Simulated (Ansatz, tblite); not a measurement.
**The cluster Rh₅: one state, many levels**

Aim: run the doublet of the cluster Rh₅ at one geometry on many levels, and compare frontier levels, spin and run time.

Method: as each input shows; program: Ansatz 0.2.0, Gaussian basis.

Levels to be run: GFN1-xTB, GFN2-xTB, PBE-D4/def2-TZVP, r2SCAN-D4/def2-TZVP, LC-ωPBE/def2-TZVP, revPBE-D4/def2-TZVP, BHLYP-D4/def2-TZVP, PBE-D4/def2-SVP, PBE0-D4/def2-SVP, MP2/def2-TZVP, RPA/def2-TZVP.

4 further runs of the same task are left out: 3 that didn't finish, 1 set aside as unsound or not needed. Runs told in other sessions of the task aren't counted.

**1. The geometry**

The doublet was relaxed beforehand with PBE0-D4/def2-SVP. It is a higher isomer from a search, not the lowest found.

5 atoms, charge 0, spin multiplicity 2.

Bond lengths: Rh1–Rh2 2.493 Å, Rh1–Rh3 2.474 Å, Rh1–Rh5 2.494 Å, Rh2–Rh3 2.617 Å, Rh2–Rh4 2.562 Å, Rh2–Rh5 2.444 Å, Rh3–Rh4 2.535 Å, Rh3–Rh5 2.617 Å, Rh4–Rh5 2.561 Å. Angles: Rh2–Rh1–Rh3 63.6°, Rh2–Rh1–Rh5 58.7°, Rh3–Rh1–Rh5 63.6°, Rh1–Rh2–Rh3 57.8°, Rh1–Rh2–Rh4 107.5°, Rh1–Rh2–Rh5 60.7°, Rh3–Rh2–Rh4 58.6°, Rh3–Rh2–Rh5 62.2°, Rh4–Rh2–Rh5 61.5°, Rh1–Rh3–Rh2 58.6°, Rh1–Rh3–Rh4 109.0°, Rh1–Rh3–Rh5 58.6°, Rh2–Rh3–Rh4 59.6°, Rh2–Rh3–Rh5 55.7°, Rh4–Rh3–Rh5 59.6°, Rh2–Rh4–Rh3 61.8°, Rh2–Rh4–Rh5 57.0°, Rh3–Rh4–Rh5 61.8° and more.

Rh takes a core potential in the def2 sets. No spin-orbit coupling is included.

PBE0-D4/def2-TZVP was run before; its log isn't repeated, and its numbers join the tables.

**2. GFN1-xTB**

Tight binding, by tblite at 300 K electronic temperature and without a spin-polarisation term:

```python
tblite.interface.Calculator('GFN1-xTB', numbers, positions, charge=0, uhf=1).singlepoint()
```

Energy -545.8627 eV; 0.048 s.

**3. GFN2-xTB**

Tight binding, by tblite at 300 K electronic temperature and without a spin-polarisation term:

```python
tblite.interface.Calculator('GFN2-xTB', numbers, positions, charge=0, uhf=1).singlepoint()
```

Energy -545.2527 eV; 0.047 s.

**4. PBE-D4/def2-TZVP**

start.molden holds the orbitals of an earlier run on this state, given as this run's starting guess.

in.yaml reads:

```yaml
crystal:
  periodic: [false, false, false]
  atoms:
    - {symbol: Rh, position_ang: [-0.210726, -1.878835, -0.696944]}
    - {symbol: Rh, position_ang: [-0.549837, -0.414308, 1.292439]}
    - {symbol: Rh, position_ang: [-0.851218, 0.466863, -1.153371]}
    - {symbol: Rh, position_ang: [0.155483, 1.958342, 0.631614]}
    - {symbol: Rh, position_ang: [1.456298, -0.132062, -0.073749]}
basis:
  gaussian: {orbitals: def2-TZVP, initial_orbitals: start.molden}
magnetization: {spin_polarized: true, initial_magnetization: 1}
hamiltonian: {xc: pbe, dispersion: d4}
scf: {omitted_lower_state_checks: [starts]}
output: {forces: true, orbitals: {seedname: orbitals}}
```

Launch:

```
ansatz run in.yaml --threads 4 --pin off --events-out ev --progress --plain --max-ram 4787MiB
```

Further steps of the session: r2SCAN-D4/def2-TZVP; LC-ωPBE/def2-TZVP; revPBE-D4/def2-TZVP; BHLYP-D4/def2-TZVP; PBE-D4/def2-SVP; PBE0-D4/def2-SVP; MP2/def2-TZVP; RPA/def2-TZVP.

Before running them: what should the planned runs give, taken together? Wanted: gap in def2-TZVP, named functionals, smallest and largest; correlation energy, MP2/def2-TZVP; binding an atom, functionals in def2-TZVP; ⟨S²⟩ in def2-TZVP, named functionals, smallest and largest; PBE0 total energy, smallest basis above largest.

The runs gave:

| quantity | value |
| --- | --- |
| gap in def2-TZVP, named functionals, smallest and largest | 0.22 eV (PBE-D4), 6.22 eV (LC-ωPBE) |
| correlation energy, MP2/def2-TZVP | -60.41 eV |
| binding an atom, functionals in def2-TZVP | 0.96 (BHLYP-D4) to 2.80 eV (PBE-D4) |
| ⟨S²⟩ in def2-TZVP, named functionals, smallest and largest | 1.925, 4.546 |
| PBE0 total energy, smallest basis above largest | 4.06 eV (def2-SVP, def2-TZVP) |

In words: Over the named functionals in def2-TZVP the gap runs from 0.22 eV (PBE-D4) to 6.22 eV (LC-ωPBE); exact exchange widens it. Over the named functionals in def2-TZVP spin contamination reaches 3.80 (BHLYP-D4), and every level is far from pure, so all describe a mixture with higher spin.
